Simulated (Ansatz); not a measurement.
# C3H5F3O: a ladder of functionals and wavefunction methods

An exercise on one series of results from a longer session: the logs are not shown, and one member is left open.

Computed with Ansatz 0.2.0, Gaussian basis. Level: functionals in def2-TZVPP, the program's frozen cores in correlated methods.

Plan: LDA (SPW92), PBE-D4, revPBE-D4, BLYP-D4, r2SCAN-D4, B97M-V, PBE0-D4, B3LYP-D4, r2SCANh-D4, r2SCAN0-D4, HSE06-D4, BHLYP-D4, CAM-B3LYP-D4, LC-ωPBE, ωB97X-V, ωB97M-V, B2PLYP, PBE-QIDH; CCSD(T)/def2-SVP; CCSD(T)/def2-TZVPP; MP2/def2-QZVPP; extrapolation to the limit; RPA on PBE.

## The geometry

An earlier PBE0-D4 in a triple-zeta def2 set relaxation fixed the geometry.

SMILES `FCOC(F)CF`, 12 atoms, charge 0, spin multiplicity 1.

Atoms are counted from 1 here; the program's logs count them from 0.

Bond lengths: F1–C2 1.373 Å, C2–O3 1.382 Å, C2–H8 1.094 Å, C2–H9 1.090 Å, O3–C4 1.384 Å, C4–F5 1.375 Å, C4–C6 1.507 Å, C4–H10 1.095 Å, C6–F7 1.372 Å, C6–H11 1.093 Å, C6–H12 1.093 Å. Angles: F1–C2–O3 110.3°, F1–C2–H8 107.5°, F1–C2–H9 108.4°, O3–C2–H8 111.7°, O3–C2–H9 106.9°, H8–C2–H9 112.0°, C2–O3–C4 115.0°, O3–C4–F5 109.7°, O3–C4–C6 106.9°, O3–C4–H10 112.0°, F5–C4–C6 109.7°, F5–C4–H10 106.7°, C6–C4–H10 111.8°, C4–C6–F7 109.5°, C4–C6–H11 109.4°, C4–C6–H12 109.5°, F7–C6–H11 109.2°, F7–C6–H12 109.2° and more.

Geometry (Å):

```
F    -1.73476   -0.13938   -1.77054
C    -0.41307    0.23219   -1.80577
O     0.26968   -0.32445   -0.74106
C     0.01911    0.26460    0.48576
F     0.65026    1.48494    0.55057
C     0.58331   -0.65511    1.53729
F     0.29437   -0.15784    2.78302
H    -0.37783    1.32524   -1.78285
H     0.03374   -0.17156   -2.71418
H    -1.04871    0.45395    0.64026
H     0.13269   -1.64491    1.43242
H     1.66811   -0.72279    1.41919
```

The first run:

File in.yaml:

```yaml
crystal:
  periodic: [false, false, false]
  atoms:
    - {symbol: F, position_ang: [-1.734757, -0.139378, -1.770542]}
    - {symbol: C, position_ang: [-0.413073, 0.232187, -1.805775]}
    - {symbol: O, position_ang: [0.269677, -0.324450, -0.741063]}
    - {symbol: C, position_ang: [0.019109, 0.264598, 0.485759]}
    - {symbol: F, position_ang: [0.650256, 1.484943, 0.550571]}
    - {symbol: C, position_ang: [0.583314, -0.655105, 1.537286]}
    - {symbol: F, position_ang: [0.294368, -0.157837, 2.783017]}
    - {symbol: H, position_ang: [-0.377833, 1.325237, -1.782845]}
    - {symbol: H, position_ang: [0.033745, -0.171557, -2.714184]}
    - {symbol: H, position_ang: [-1.048712, 0.453954, 0.640265]}
    - {symbol: H, position_ang: [0.132693, -1.644906, 1.432423]}
    - {symbol: H, position_ang: [1.668110, -0.722785, 1.419188]}
basis:
  gaussian: {orbitals: def2-TZVPP}
hamiltonian: {xc: lda}
output: {orbitals: {seedname: orbitals}}
```

Run with:

```sh
$ ansatz run in.yaml --threads 4 --pin off --events-out ev --progress --plain --max-ram 11315MiB
```

Steps of the session up to this table: LDA; PBE-D4 (GGA); revPBE-D4 (GGA); BLYP-D4 (GGA); r2SCAN-D4 (meta-GGA); B97M-V (meta-GGA); PBE0-D4 (hybrid); B3LYP-D4 (hybrid); r2SCANh-D4 (hybrid); r2SCAN0-D4 (hybrid); HSE06-D4 (hybrid); BHLYP-D4 (hybrid); CAM-B3LYP-D4 (range-separated); LC-ωPBE (range-separated); ωB97X-V (range-separated); ωB97M-V (range-separated); B2PLYP (double hybrid); PBE-QIDH (double hybrid).

One of the session's tables, all rows but one given; the rest of the session is left out.

It belongs to the step «Frontier levels by functional». 

```
  functional  HOMO (eV)  LUMO (eV)  gap (eV)
 LDA (SPW92)      -7.98       0.27      8.25
      PBE-D4          ?          ?         ?
   revPBE-D4      -7.75       0.65      8.40
     BLYP-D4      -7.79       0.53      8.33
   r2SCAN-D4      -8.21       1.08      9.29
      B97M-V      -8.39       0.80      9.19
     PBE0-D4      -9.55       1.48     11.03
    B3LYP-D4      -9.34       1.11     10.45
  r2SCANh-D4      -8.85       1.46     10.31
  r2SCAN0-D4      -9.81       1.93     11.74
    HSE06-D4      -9.14       1.10     10.24
    BHLYP-D4     -11.26       2.16     13.41
CAM-B3LYP-D4     -11.09       2.28     13.37
     LC-ωPBE     -12.37       3.65     16.01
     ωB97X-V     -12.06       3.46     15.52
     ωB97M-V     -11.98       3.04     15.01
```

Estimate the missing values for PBE-D4.

**Answer.** HOMO (eV): -7.82; LUMO (eV): 0.54; gap (eV): 8.36. In the column «HOMO (eV)» it lies between LDA (SPW92) (-7.98) and BLYP-D4 (-7.79).
